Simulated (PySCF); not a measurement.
**InBrF2 (SMILES [F][In]([F])[Br]) at HF/ccECP-cc-pVTZ (core potential)**

What is the vertical ionisation energy of InBrF2 at HF/ccECP-cc-pVTZ (core potential)? 

Program for the calculation: PySCF 2.14.0.

## Step 1: The structure to begin with

InBrF2: 4 atoms, total charge 0, spin state singlet. SMILES: `[F][In]([F])[Br]`. The shape is that of a PBE0-D4/def2-TZVP optimisation.

Bond lengths: F1–In2 1.925 Å, In2–F3 1.924 Å, In2–Br4 2.413 Å. Angles: F1–In2–F3 113.7°, F1–In2–Br4 123.2°, F3–In2–Br4 123.2°.

## Step 2: A single-point energy at HF/ccECP-cc-pVTZ (core potential)

start.xyz reads:

```xyz
4

F      0.769000     0.686500     1.670900
In     0.065500    -0.051400     0.038600
F      0.776000    -1.786800    -0.394000
Br    -1.555000     1.091500    -1.335700
```

job.py reads:

```python
from pyscf import gto, scf

system = gto.M(
    atom='start.xyz',
    basis='ccecp-cc-pvtz',
    ecp={'F': 'ccecp', 'In': 'ccecp', 'Br': 'ccecp'},
    max_memory=1860,
    verbose=3,
)

mf = scf.RHF(system)
mf.conv_tol = 1e-10
mf.kernel()
if not mf.converged:
    mf = mf.newton().run(mf.mo_coeff, mf.mo_occ)

etot = mf.e_tot
print('E(%s) = %.9f' % ('HF', etot))
```

Launch:

```console
$ OMP_NUM_THREADS=1 python job.py
```

The log of the run:

```text
converged SCF energy = -63.121699412359
E(HF) = -63.121699412
```

It took 6.6 s on 1 thread of Arm Neoverse V1, shared host; peak memory 0.28 GiB.

## Step 3: The doublet cation

calc.py reads:

```python
from pyscf import gto, scf

mol = gto.M(
    atom='F 0.769000 0.686500 1.670900; In 0.065500 -0.051400 0.038600; F 0.776000 -1.786800 -0.394000; Br -1.555000 1.091500 -1.335700',
    charge=1,
    verbose=3,
    max_memory=1860,
    ecp='ccecp',
    basis='ccecp-cc-pvtz',
    spin=1,
)

calc0 = scf.UHF(mol)
calc0.conv_tol = 1e-10
calc0.kernel()
if not calc0.converged:
    calc0 = calc0.newton().run(calc0.mo_coeff, calc0.mo_occ)

e_final = calc0.e_tot
print(f'total energy: {e_final:.8f} hartree')
```

Launch:

```console
$ OMP_NUM_THREADS=1 python calc.py
```

The log of the run:

```text
converged SCF energy = -62.7154880635763  <S^2> = 0.75907583  2S+1 = 2.0090553
total energy: -62.71548806 hartree
```

Run time: 9 s. Hardware: 1 thread of Arm Neoverse V1, shared host; peak memory 0.28 GiB.

## Step 4: What came out

Level: HF/ccECP-cc-pVTZ (core potential).

| quantity | value |
| --- | --- |
| singlet InBrF2: total energy | -63.12170 Eh |
| singlet InBrF2: dipole moment | 2.20 D |
| singlet InBrF2: HOMO energy | -12.49 eV |
| singlet InBrF2: LUMO energy | 0.02 eV |
| singlet InBrF2: HOMO–LUMO gap | 12.51 eV |
| doublet cation: total energy | -62.71549 Eh |
| doublet cation: HOMO energy (highest over α and β) | -20.54 eV |
| doublet cation: LUMO energy (lowest over α and β) | -9.80 eV |
| doublet cation: ⟨S²⟩ | 0.759 |
| vertical ionisation energy (to the doublet cation) | 11.054 eV |

What this shows: The vertical ionisation energy comes to 11.05 eV (1067 kJ/mol). The negative HOMO energy of the first species, 12.49 eV, lies 1.44 eV above that difference. Mulliken charges (doublet cation) run from -0.51 on F1 to +1.58 on In2; they depend strongly on the basis.
